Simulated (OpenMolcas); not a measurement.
**Gd²⁺ among point charges: CASSCF levels and susceptibility**

How does a field of 6 point charges split the states of Gd²⁺, and what χT follows?

The numbers are computed with OpenMolcas 26.06 (state-averaged CASSCF, spin-orbit coupling by RASSI with atomic mean-field integrals), except any that are marked as measured or tabulated.

### 1 What is computed

| Item | Value |
| --- | --- |
| Species | Gd²⁺ (gadolinium, Z = 64, 62 electrons) |
| Basis | ANO-RCC-VDZP [7s6p4d2f1g], 68 functions |
| Scalar Hamiltonian | DKH2, point nucleus |
| Inactive shells | 1s 2s 2p 3s 3p 3d 4s 4p 4d 5s 5p |
| Active space | 8 electrons in 7 orbitals (4f) |
| Some configurations of this space | 4f⁸ |
| Orbitals | optimised for the highest spin of each parity, averaged over all roots |

Outer shells as boxes (Hund's rule):

4f8
```
4f [↑↓][↑ ][↑ ][↑ ][↑ ][↑ ][↑ ]
```

The ion sits among 6 point charges of -0.5 e arranged as a trigonal antiprism (D3d), 2.43 Å from the ion, with a polar angle of 61.3° against the regular 54.74°.

The work runs as a chain of OpenMolcas steps in one folder; each step below is one input file. Labels, J, g values, rates, χT and fits are worked out afterwards by a script from the matrices that RASSI stores. The input lists half of the charges; inversion (Group=XYZ) makes the rest.

### 2 Basis and integrals

a.inp

```
&GATEWAY
Coord
1

Gd 0.0 0.0 0.0
Basis=ANO-RCC-VDZP
Group=XYZ
NoMove
AngMom=0.0 0.0 0.0
AMFI
XField
3 Angstrom 0
0.000000 2.131544 1.166799 -0.500000
1.845971 -1.065772 1.166799 -0.500000
1.845971 1.065772 -1.166799 -0.500000
&SEWARD
```

### 3 Reference wave functions, septets of even parity, 7 roots

a.inp

```
&RASSCF
FileOrb=start.orb
Symmetry=1
Spin=7
nActEl=8 0 0
Inactive=15 12
Ras2=0 7
CIRoot=7 7 1
SDav=7
CIMx=300
Iter=120 100
PrWF=0.3
OrbListing=Nothing
MaxOrb=0
>>> COPY $Project.JobIph JOB001
```

start.orb holds the contracted functions of the basis, ordered by shell, or the orbitals of the step before.

### 4 Reference wave functions, quintets of even parity, 140 roots

a.inp

```
&RASSCF
FileOrb=start.orb
Symmetry=1
Spin=5
nActEl=8 0 0
Inactive=15 12
Ras2=0 7
CIRoot=140 140 1
SDav=140
CIMx=300
Iter=120 100
PrWF=0.3
OrbListing=Nothing
MaxOrb=0
CIOnly
>>> COPY $Project.JobIph JOB002
```

### 5 CASSCF: triplets of even parity, 162 roots

a.inp

```
&RASSCF
FileOrb=start.orb
Symmetry=1
Spin=3
nActEl=8 0 0
Inactive=15 12
Ras2=0 7
CIRoot=162 162 1
SDav=588
CIMx=300
Iter=120 100
PrWF=0.3
OrbListing=Nothing
MaxOrb=0
CIOnly
>>> COPY $Project.JobIph JOB003
```

### 6 State interaction with spin-orbit coupling

a.inp

```
&RASSI
NrOfJobIphs=3 7 77 26
1 2 3 4 5 6 7
1 2 3 4 5 6 7 8 9 10 11 12 13 14 15 16 17 18 19 20 21 22 23 24 25 26 27
28 29 30 31 32 33 34 35 36 37 38 39 40 41 42 43 44 45 46 47 48 49 50 51
52 53 54 55 56 57 58 59 60 61 62 63 64 65 66 67 68 69 70 71 72 73 74 75
76 77
1 2 3 4 5 6 7 8 9 10 11 12 13 14 15 16 17 18 19 20 21 22 23 24 25 26
IphNames
JOB001
JOB002
JOB003
EJob
SpinOrbit
DIPRint=1.0
SOCoupling=1000.0
Subsets=2
Property=9
'ANGMOM' 1 'ANGMOM' 2 'ANGMOM' 3 'MLTPL  1' 1 'MLTPL  1' 2 'MLTPL  1' 3
'AMFI' 1 'AMFI' 2 'AMFI' 3
SOProperty=3
'ANGMOM' 1 'ANGMOM' 2 'ANGMOM' 3
```

Before running it: what results should come out? Wanted: spin-free ground state; first state of the same spin within the active space; lowest level; next level.

The runs gave:

| quantity | value |
| --- | --- |
| method | CASSCF |
| spin-free ground state | 7A2, 1-fold in its orbital part |
| first state of the same spin within the active space | 7E at 101 cm⁻¹ |
| lowest level | 1-fold A1 |
| next level | 16.2 cm⁻¹ |
| χT at 300 K | 11.74 cm³ K/mol |
| effective moment at 300 K | 9.69 μB |

What this shows: The spin-free ground state (7A2) comes to 100 % from free-ion F terms and keeps the highest spin of the shell. The quintets, triplets rest on orbitals optimised for another spin in at least one step, which raises them against the optimised states. Not all states of the active space went into the spin-orbit step. The free ion's ground configuration, as NIST lists it, lies outside this active space, so the lowest level here need not be the ground level. High states of lower spin are left out of the spin-orbit mixing, and CASSCF puts spin-flip levels too high. Point charges carry no covalency, so the field is a model and not that of real ligands.
